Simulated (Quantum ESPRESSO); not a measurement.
The system is Ti.

```
Ti
1.0
     0.00000    2.22500    2.22500
     2.22500    0.00000    2.22500
     2.22500    2.22500    0.00000
Ti
1
Direct
  0.00000 0.00000 0.00000
```

The cell was built by a generator and needn't be a form met in nature.

Base run:

| Property | Result |
| --- | --- |
| Program | Quantum ESPRESSO 7.5 |
| Functional | PBEsol |
| Potentials or basis | GBRV 1.5 PBEsol |
| Cutoff | 612 eV |
| Density cutoff | 4898 eV |
| k mesh | 16 × 16 × 16 |
| Occupations | methfessel-paxton, width 0.1 eV |
| Spin | no spin polarisation |

Its results: band gap on the k mesh none (metal or under the smearing width); pressure -19.5 GPa.

**Question.** The run is repeated on the same cell with these changes: functional from PBEsol to LDA; potentials or basis from GBRV 1.5 PBEsol to GBRV 1.5 LDA. What comes out?

**Answer.** Band gap on the k mesh none (metal or under the smearing width); pressure -22.1 GPa.

Caveats: so large a pressure means that the cell lies far from this level's equilibrium, or that cutoff or potentials fall short.
